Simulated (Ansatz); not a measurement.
# Ga3PN2: the band gap up the ladder of functionals

One table from this session's results is given with a row withheld; the runs are named, their logs left out.

The runs shown are made with Ansatz 0.2.0. PAW datasets, plane waves. No spin polarisation and no zero-point or thermal motion; the cell was built from a prototype and may be hypothetical.

**Starting point**

The cell was relaxed beforehand with r2SCAN.

It is trigonal, P3m1 (No. 156); conventional cell a = 3.396 Å, c = 8.445 Å, 14.06 Å³ an atom. Around N lie 4 Ga at 1.95–2.04 Å; around N lie 4 Ga at 1.95–2.05 Å; around P lie 4 Ga at 2.22–2.34 Å; around Ga lie 4 N at 1.95–2.04 Å; around Ga lie 3 N at 2.05 Å and 1 P at 2.34 Å.

As a file:

```xyz
6
Lattice="3.3963 0.0000 0.0000 -1.6982 2.9413 0.0000 0.0000 0.0000 8.4453" Properties=species:S:1:pos:R:3 pbc="T T T"
N     0.0000    0.0000    0.1402
N     0.0000    1.9609    2.6642
P     1.6982    0.9804    5.5937
Ga    0.0000    1.9609    0.7139
Ga    1.6982    0.9804    3.2536
Ga    0.0000    0.0000    6.6363
```

The first run:

input.yaml reads:

```yaml
crystal:
  lattice:
    - [3.3963461515, 0.0, 0.0]
    - [-1.6981730758, 2.9413220472, 0.0]
    - [0.0, 0.0, 8.4453061235]
  atoms:
    - { symbol: "N", position: [0.0, 0.0, 0.0166058594] }
    - { symbol: "N", position: [0.3333333333, 0.6666666667, 0.3154627362] }
    - { symbol: P, position: [0.6666666667, 0.3333333333, 0.6623394876] }
    - { symbol: Ga, position: [0.3333333333, 0.6666666667, 0.0845341112] }
    - { symbol: Ga, position: [0.6666666667, 0.3333333333, 0.3852571607] }
    - { symbol: Ga, position: [0.0, 0.0, 0.785800645] }
kpoints:
  mp_grid: { grid: [12, 12, 4] }
  band_path:
    path:
      - [[0.0, 0.0, 0.0], [0.5, 4.708582855637e-17, -4.388480849207e-18], [0.3333333333333, 0.3333333333333, -2.925653899472e-18], [0.0, 0.0, 0.0], [-1.528715136825e-35, 6.906146930932e-36, 0.5], [0.5, 4.726290694339e-17, 0.5], [0.3333333333333, 0.3333333333333, 0.5], [-1.528715136825e-35, 6.906146930932e-36, 0.5]]
      - [[0.5, 4.726290694339e-17, 0.5], [0.5, 4.708582855637e-17, -4.388480849207e-18]]
      - [[0.3333333333333, 0.3333333333333, 0.5], [0.3333333333333, 0.3333333333333, -2.925653899472e-18]]
    npoints: 10
hamiltonian:
  xc: pbe
scf:
  occupations: { method: fermi_dirac, width: 0.02 }
  n_extra_bands: 5
output:
  forces: true
  stress: true
  eigenvalues: true
  write_density: true
  write_potential: true
  elf: true
  volumetric_format: npy
```

Launch:

```console
$ ansatz run input.yaml --threads 4 --pin off --max-ram 6451MiB --backend cpu --events-out ev --progress --plain --runs-dir out
```

Among the steps run: PBE bands along the symmetry lines; Single point with r2SCAN; HSE06; PBE+SOC.

One table of the session follows, with a row left open; its other results are not shown here.

```
  level  gap (eV)
    PBE     -0.38
 r2SCAN     -0.26
  HSE06      0.00
PBE+SOC         ?
```

Estimate the missing values for PBE+SOC.

As computed: gap (eV): -0.39. In the column «gap (eV)» it is the lowest.

Meshes: PBE 12×12×4, r2SCAN 12×12×4, HSE06 6×6×2, PBE+SOC 12×12×4

Every level leaves the bands touching or overlapping.

Caveats from the session: Warnings in the runs' records: stress scf threshold loose, filled band counts differ across k points, stress exchange threshold loose.
